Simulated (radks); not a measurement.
**Hg²⁺ in [Xe] 4f14 5d10: an all-electron calculation**

An exercise on one series of results from a longer session: the logs are not shown, and one member is left open.

The numbers are computed with radks (a radial shooting solver on a logarithmic mesh, Libxc functionals) version 1 (scalar-relativistic Kohn-Sham, r2SCAN, spin-polarised, spherical densities, finite nucleus), except any that are marked as measured or tabulated.

**Starting point**

| Property | Result |
| --- | --- |
| element | mercury (Z = 80) |
| charge | +2 |
| electrons | 78 |
| configuration | [Xe] 4f14 5d10 |
| nuclear rms radius | 5.4648 fm |

The outer shells:

Hg²⁺
```
[Xe] core
4f [↑↓][↑↓][↑↓][↑↓][↑↓][↑↓][↑↓]
5d [↑↓][↑↓][↑↓][↑↓][↑↓]
```

Set-up of the first run:

Input:

```text
Z 80
configuration [Xe] 4f14 5d10 6s0 6p0
relativity scalar-relativistic
functional r2scan,r2scan
spin polarised
nucleus finite rms 5.4648 fm
c 137.035999084
```

One table of the session follows, with a row left open; its other results are not shown here.

It belongs to the step «Shells». From the orbitals of this run (lengths in bohr):

| level | <r> | outermost maximum (interpolated) | 90 % within | nodes |
| --- | --- | --- | --- | --- |
| 1s | 0.01659 | 0.0102 | 0.0304 | 0 |
| 2s | 0.06992 | 0.0591 | 0.109 | 1 |
| 2p | ? | ? | ? | ? |
| 3s | 0.1805 | 0.167 | 0.265 | 2 |
| 3p | 0.1820 | 0.166 | 0.272 | 1 |
| 3d | 0.1651 | 0.136 | 0.256 | 0 |
| 4s | 0.3992 | 0.376 | 0.572 | 3 |
| 4p | 0.4251 | 0.396 | 0.616 | 2 |
| 4d | 0.4487 | 0.403 | 0.668 | 1 |
| 5s | 0.9056 | 0.829 | 1.29 | 4 |
| 4f | 0.4826 | 0.368 | 0.771 | 0 |
| 5p | 1.042 | 0.929 | 1.51 | 3 |
| 5d | 1.433 | 1.16 | 2.19 | 2 |
| 6s | 2.362 | 2.07 | 3.42 | 5 |
| 6p | 3.061 | 2.66 | 4.47 | 4 |

Q: Estimate the row for 2p from the others.

**Answer.** <r>: 0.06329; outermost maximum (interpolated): 0.0491; 90 % within: 0.103; nodes: 0. In the column «<r>» it lies between 1s (0.01659) and 2s (0.06992).
